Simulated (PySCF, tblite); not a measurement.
# C2H9PSSi2: geometry, infrared bands and NMR shifts

Aim: predict the infrared bands and NMR shifts of C2H9PSSi2 (`P[SiH2]S[SiH]1CC1`).

Computed with tblite 0.8.0 and PySCF 2.14.0, with density-fitted response routines of our own, on a single molecule in the gas phase. Atoms are numbered from 0 throughout.

### 1 The starting structure

15 atoms, charge 0, multiplicity 1; geometry from: force field or distance geometry start.

Bonds of the start (Å): P0–Si1 2.20, Si1–S2 2.14, S2–Si3 2.13, Si3–C4 1.88, C4–C5 1.51, C5–Si3 1.87, P0–H6 1.43, P0–H7 1.44, Si1–H8 1.48, Si1–H9 1.45, Si3–H10 1.46, C4–H11 1.12, C4–H12 1.12, C5–H13 1.10, C5–H14 1.12.

### 2 Geometry optimisation with GFN2-xTB

What the job is given:

```
{"job": {"kind": "relax", "xc": "GFN2-xTB", "basis": "xTB"}, "charge": 0, "multiplicity": 1}
P      3.464400    -0.448300     0.147400
Si     1.701100     0.781100    -0.337500
S      0.559100    -0.140000    -1.888600
Si    -1.376500    -0.714300    -1.195700
C     -1.798300    -0.465500     0.615300
C     -2.468300     0.518300    -0.316000
H      3.557000    -1.660700    -0.613000
H      4.691200     0.302100     0.260200
H      0.850500     0.772600     0.877800
H      2.016200     2.141800    -0.727600
H     -2.128500    -1.684400    -1.987700
H     -2.417400    -1.303400     1.027000
H     -1.011800    -0.065800     1.301300
H     -3.543800     0.406100    -0.518300
H     -2.099300     1.568300    -0.172100
```

On the command line:

```bash
> OMP_NUM_THREADS=1 python probes_run.py task.json out
```

One launch serves the whole session: the jobs run in the order shown.

**Question.** This job is followed by: GFN2-xTB harmonic vibrations, gas phase; GIAO PBE0/pcSseg-1 NMR shielding, non-relativistic, gas phase. What will the session give for the following? strongest single infrared mode (GFN2-xTB); zero-point energy (GFN2-xTB); ¹³C shifts against TMS (PBE0/pcSseg-1, means over atoms taken as alike); ¹H shifts against TMS (PBE0/pcSseg-1, means over atoms taken as alike); ³¹P shifts against H3PO4 (PBE0/pcSseg-1); ²⁹Si shifts against TMS (PBE0/pcSseg-1); ³³S shifts against CS2 (PBE0/pcSseg-1).

The runs gave:

```
                                                               quantity                             value
                              strongest single infrared mode (GFN2-xTB)              758 cm⁻¹, 250 km/mol
                                           zero-point energy (GFN2-xTB)                     61.4 kcal/mol
¹³C shifts against TMS (PBE0/pcSseg-1, means over atoms taken as alike)                          -0.4 ppm
 ¹H shifts against TMS (PBE0/pcSseg-1, means over atoms taken as alike)  5.11, 4.10, 1.47, 1.25, 0.70 ppm
                               ³¹P shifts against H3PO4 (PBE0/pcSseg-1)                        -286.3 ppm
                                ²⁹Si shifts against TMS (PBE0/pcSseg-1)                  -32.4, -88.8 ppm
                                 ³³S shifts against CS2 (PBE0/pcSseg-1)                          -329 ppm
```

In words: Over 152 steps the energy fell by 1.193 eV; of the close pairs, P0–H7 changed most, 1.443 to 1.383 Å. The lowest mode is imaginary (33i cm⁻¹), so the xTB geometry is not a minimum. The strongest single mode, at 758 cm⁻¹, is carried by H8, H9, Si3. GFN2-xTB is a fitted tight-binding method: band positions and strengths are rough. Its intensities can rank the bands wrongly. At PBE0/pcSseg-1: Shielding is most anisotropic at Si3 (span 393 ppm, paramagnetic term -443 ppm).
